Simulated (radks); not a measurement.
# Cl in [Ne] 3p5 3d2: an all-electron calculation

One table from this session's results is given with a row withheld; the runs are named, their logs left out.

Program: radks (a radial shooting solver on a logarithmic mesh, Libxc functionals) version 1. Level of theory: scalar-relativistic Kohn-Sham, exchange-only LDA, spin-unpolarised, spherical densities, finite nucleus. These are calculated values, not measurements, unless marked.

## The system

| Property | Result |
| --- | --- |
| element | chlorine (Z = 17) |
| charge | 0 |
| electrons | 17 |
| configuration | [Ne] 3p5 3d2 |
| nuclear rms radius | 3.3654 fm |

Outer shells as boxes (Hund's rule):

Cl
```
[Ne] core
3p [↑↓][↑↓][↑ ]
3d [↑ ][↑ ][  ][  ][  ]
```

The first run:

The run's settings:

```text
Z 17
configuration [Ne] 3p5 3d2
relativity scalar-relativistic
functional lda,
spin unpolarised
nucleus finite rms 3.3654 fm
c 137.035999084
```

On the command line:

```bash
$ python run_ks.py task.json out
```

All runs below come from this command, one after another.

One of the session's tables, all rows but one given; the rest of the session is left out.

It belongs to the step «Shells». Sizes of the orbitals, from the radial functions (bohr):

| level | <r> | outermost maximum (interpolated) | 90 % within |
| --- | --- | --- | --- |
| 1s | 0.09121 | 0.0596 | 0.163 |
| 2s | 0.4455 | 0.363 | 0.697 |
| 2p | 0.4070 | 0.301 | 0.676 |
| 3p | 1.658 | 1.36 | 2.57 |
| 3d | ? | ? | ? |

Estimate the missing values for 3d.

The run gave: <r>: 4.506; outermost maximum (interpolated): 2.07; 90 % within: 8.72. In the column «<r>» it is the highest.
